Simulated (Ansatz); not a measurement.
# AlH₄NSe: how energies converge with the basis set

How large a basis does AlH₄NSe need? Two functionals are run in growing sets.

Program: Ansatz 0.2.0, Gaussian basis. Level of theory: one geometry, several basis sets. These are calculated values, not measurements.

Levels to be run: PBE0-D4/def2-SVP; ωB97M-V/def2-SVP; PBE0-D4/def2-QZVPP; ωB97M-V/def2-QZVPP; the functionals' def2-TZVPP values are taken from earlier runs.

### 1 The geometry

The geometry comes from an earlier relaxation with PBE0-D4 in a triple-zeta def2 set; it is a stationary point, not always the lowest conformer.

7 atoms, charge 0, spin multiplicity 1.

Atoms are counted from 1 here; the program's logs count them from 0.

Bond lengths: N1–Al2 1.762 Å, N1–H4 1.007 Å, N1–H5 1.007 Å, Al2–Se3 2.323 Å, Al2–H6 1.577 Å, Se3–H7 1.469 Å. Angles: Al2–N1–H4 125.8°, Al2–N1–H5 123.9°, H4–N1–H5 110.3°, N1–Al2–Se3 117.5°, N1–Al2–H6 120.7°, Se3–Al2–H6 121.8°, Al2–Se3–H7 90.6°.

### 2 PBE0-D4 in def2-SVP

in.yaml reads:

```yaml
crystal:
  periodic: [false, false, false]
  atoms:
    - {symbol: N, position_ang: [-1.114392, 0.478749, -0.839843]}
    - {symbol: Al, position_ang: [0.084902, 0.113142, 0.398621]}
    - {symbol: Se, position_ang: [1.750672, -1.413863, -0.138488]}
    - {symbol: H, position_ang: [-1.143565, 0.084892, -1.765915]}
    - {symbol: H, position_ang: [-1.877393, 1.123231, -0.710248]}
    - {symbol: H, position_ang: [0.016545, 0.804488, 1.814519]}
    - {symbol: H, position_ang: [2.344433, -1.258738, 1.195754]}
basis:
  gaussian: {orbitals: def2-SVP}
hamiltonian: {xc: pbe0, dispersion: d4}
output: {orbitals: {seedname: orbitals}}
```

Run with:

```bash
ansatz run in.yaml --threads 2 --pin off --events-out ev --progress --plain --max-ram 4352MiB
```

After this run come: ωB97M-V in def2-SVP; PBE0-D4 in def2-QZVPP; ωB97M-V in def2-QZVPP.

Before running them: what should the planned runs give, taken together? Wanted: PBE0-D4: double and triple zeta above quadruple; ωB97M-V: double and triple zeta above quadruple.

As calculated:

| quantity | value |
| --- | --- |
| PBE0-D4: double and triple zeta above quadruple | 13.96, 1.68 eV |
| ωB97M-V: double and triple zeta above quadruple | 13.95, 1.63 eV |

**Reading.** For PBE0-D4 the step from double to triple zeta gains 12.27 eV and the next only 1.68 eV. Total energies overstate the basis error of differences, where much of it tends to cancel. The LUMO of ωB97M-V is positive and keeps falling with the basis (1.54 to 0.91 eV): an unbound level that the basis holds in place.
